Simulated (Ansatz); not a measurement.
# BFH3OSi, SMILES F[B]O[SiH3]: a rigid scan of one bond angle

With Ansatz 0.2.0 through its Python package.

Run as a notebook:

In [1]:
```python
import ansatz as az
from ase import Atoms
```

In [2]:
```python
SETTINGS = {
    "basis": "def2-SVP",
    "xc": "b3lyp",
    "force_tol": 0.02,
}
```

In [3]:
```python
atoms = Atoms(["F", "B", "O", "Si", "H", "H", "H"], positions=[
    (1.5979, -1.7916, 1.0375),
    (0.1344, -1.4775, 0.8724),
    (-0.4131, -0.1266, 1.093),
    (-0.27, 0.6588, -0.4308),
    (-1.1961, -0.0809, -1.4025),
    (-0.8553, 2.0351, -0.2856),
    (1.0636, 0.7146, -0.9298),
])
```

In [4]:
```python
# start the scan from a relaxed geometry
first = (
    az.Crystal.molecule_from_ase(atoms).calculation()
    .basis(gaussian=SETTINGS["basis"])
    .functional(SETTINGS["xc"])
    .spin("collinear", total=1)
    .relax(force_tolerance=SETTINGS["force_tol"], max_steps=80)
)
atoms.positions = first.run().report["positions_ang"]
```

In [5]:
```python
rows = []
for angle in [90, 100, 110, 120, 135, 150, 165, 179]:
    bent = atoms.copy()
    bent.set_angle(3, 2, 1, angle, indices=[0, 1])
    calculation = (
        az.Crystal.molecule_from_ase(bent).calculation()
        .basis(gaussian=SETTINGS["basis"])
        .functional(SETTINGS["xc"])
        .spin("collinear", total=1)
    )
    rows.append((angle, calculation.run().report["free_energy_ev"]))
floor = min(e for _, e in rows)
for angle, e in rows:
    print(f"angle Si3-O2-B1 = {angle:3d} deg   {1000 * (e - floor):9.1f} meV")
```
```text
angle Si3-O2-B1 =  90 deg       917.2 meV
angle Si3-O2-B1 = 100 deg       465.4 meV
angle Si3-O2-B1 = 110 deg       198.3 meV
angle Si3-O2-B1 = 120 deg        60.1 meV
angle Si3-O2-B1 = 135 deg         0.0 meV
angle Si3-O2-B1 = 150 deg        23.7 meV
angle Si3-O2-B1 = 165 deg        66.5 meV
angle Si3-O2-B1 = 179 deg        95.8 meV
```

Caveats:
- The scan is rigid, and the energies are electronic, in a modest basis. The zero is the lowest point of the grid, which needn't be the minimum.
- The species is open-shell (spin multiplicity 2).
- b3lyp holds the VWN-RPA fit, as in Gaussian; the form of ORCA and Turbomole is b3lyp5.
- It ran for 85 s on 1 thread of Arm Neoverse V1, with other jobs on the host, peak memory 0.26 GiB.
